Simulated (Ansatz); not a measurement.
# C4H12BN: basis-set convergence

Aim: see how fast density functionals converge with the basis set for C4H12BN.

Computed with Ansatz 0.2.0, Gaussian basis. Level: one geometry, several basis sets.

The runs, in order: PBE0-D4/def2-SVP; ωB97M-V/def2-SVP; PBE0-D4/def2-QZVPP; ωB97M-V/def2-QZVPP; the functionals' def2-TZVPP values are taken from earlier runs.

1 further run of the same task is left out (it didn't finish). Runs told in other sessions of the task aren't counted.

## (1) The geometry

All runs share one geometry, relaxed beforehand with PBE0-D4 in a triple-zeta def2 set.

SMILES `BN(CC)CC`, 18 atoms, charge 0, spin multiplicity 1.

Atoms are counted from 1 here; the program's logs count them from 0.

Bond lengths: B1–N2 1.385 Å, B1–H7 1.198 Å, B1–H8 1.199 Å, N2–C3 1.460 Å, N2–C5 1.453 Å, C3–C4 1.519 Å, C3–H9 1.095 Å, C3–H10 1.093 Å, C4–H11 1.093 Å, C4–H12 1.091 Å, C4–H13 1.092 Å, C5–C6 1.519 Å, C5–H14 1.091 Å, C5–H15 1.098 Å, C6–H16 1.092 Å, C6–H17 1.093 Å, C6–H18 1.092 Å. Angles: N2–B1–H7 119.3°, N2–B1–H8 118.9°, H7–B1–H8 121.8°, B1–N2–C3 121.6°, B1–N2–C5 122.7°, C3–N2–C5 115.7°, N2–C3–C4 113.7°, N2–C3–H9 108.5°, N2–C3–H10 108.4°, C4–C3–H9 110.2°, C4–C3–H10 109.1°, H9–C3–H10 106.7°, C3–C4–H11 110.4°, C3–C4–H12 111.7°, C3–C4–H13 110.1°, H11–C4–H12 108.3°, H11–C4–H13 108.2°, H12–C4–H13 108.0° and more.

## (2) PBE0-D4 in def2-SVP

in.yaml reads:

```yaml
crystal:
  periodic: [false, false, false]
  atoms:
    - {symbol: B, position_ang: [-1.618567, -0.933222, -0.830341]}
    - {symbol: N, position_ang: [-0.565998, -0.588933, 0.000978]}
    - {symbol: C, position_ang: [0.813543, -0.937363, -0.326694]}
    - {symbol: C, position_ang: [1.442123, -0.027355, -1.367465]}
    - {symbol: C, position_ang: [-0.756473, 0.122548, 1.253563]}
    - {symbol: C, position_ang: [-0.140787, 1.510466, 1.287836]}
    - {symbol: H, position_ang: [-2.733659, -0.617152, -0.527322]}
    - {symbol: H, position_ang: [-1.387313, -1.545856, -1.834780]}
    - {symbol: H, position_ang: [1.404393, -0.920922, 0.595007]}
    - {symbol: H, position_ang: [0.832445, -1.966725, -0.692589]}
    - {symbol: H, position_ang: [2.468735, -0.339158, -1.576964]}
    - {symbol: H, position_ang: [1.461294, 1.012375, -1.036814]}
    - {symbol: H, position_ang: [0.875089, -0.074451, -2.299484]}
    - {symbol: H, position_ang: [-1.831702, 0.192617, 1.424775]}
    - {symbol: H, position_ang: [-0.339339, -0.479750, 2.071238]}
    - {symbol: H, position_ang: [-0.540366, 2.131680, 0.483084]}
    - {symbol: H, position_ang: [-0.367227, 1.995217, 2.240516]}
    - {symbol: H, position_ang: [0.946307, 1.477285, 1.187156]}
basis:
  gaussian: {orbitals: def2-SVP}
hamiltonian: {xc: pbe0, dispersion: d4}
output: {orbitals: {seedname: orbitals}}
```

Started as:

```
ansatz run in.yaml --threads 4 --pin off --events-out ev --progress --plain --max-ram 11315MiB
```

The runs that follow: ωB97M-V in def2-SVP; PBE0-D4 in def2-QZVPP; ωB97M-V in def2-QZVPP.

**Question.** What will the summary of the whole plan be? Wanted: PBE0-D4: double and triple zeta above quadruple; ωB97M-V: double and triple zeta above quadruple.

The runs gave:

| quantity | value |
| --- | --- |
| PBE0-D4: double and triple zeta above quadruple | 7.41, 0.38 eV |
| ωB97M-V: double and triple zeta above quadruple | 7.85, 0.37 eV |

In words: PBE0-D4 gains 7.03 eV from double to triple zeta, then 0.38 eV more. These are total energies; as a rule much of such shifts cancels in differences, which this series doesn't test. The LUMO of ωB97M-V is positive and keeps falling with the basis (2.39 to 1.46 eV): an unbound level that the basis holds in place.
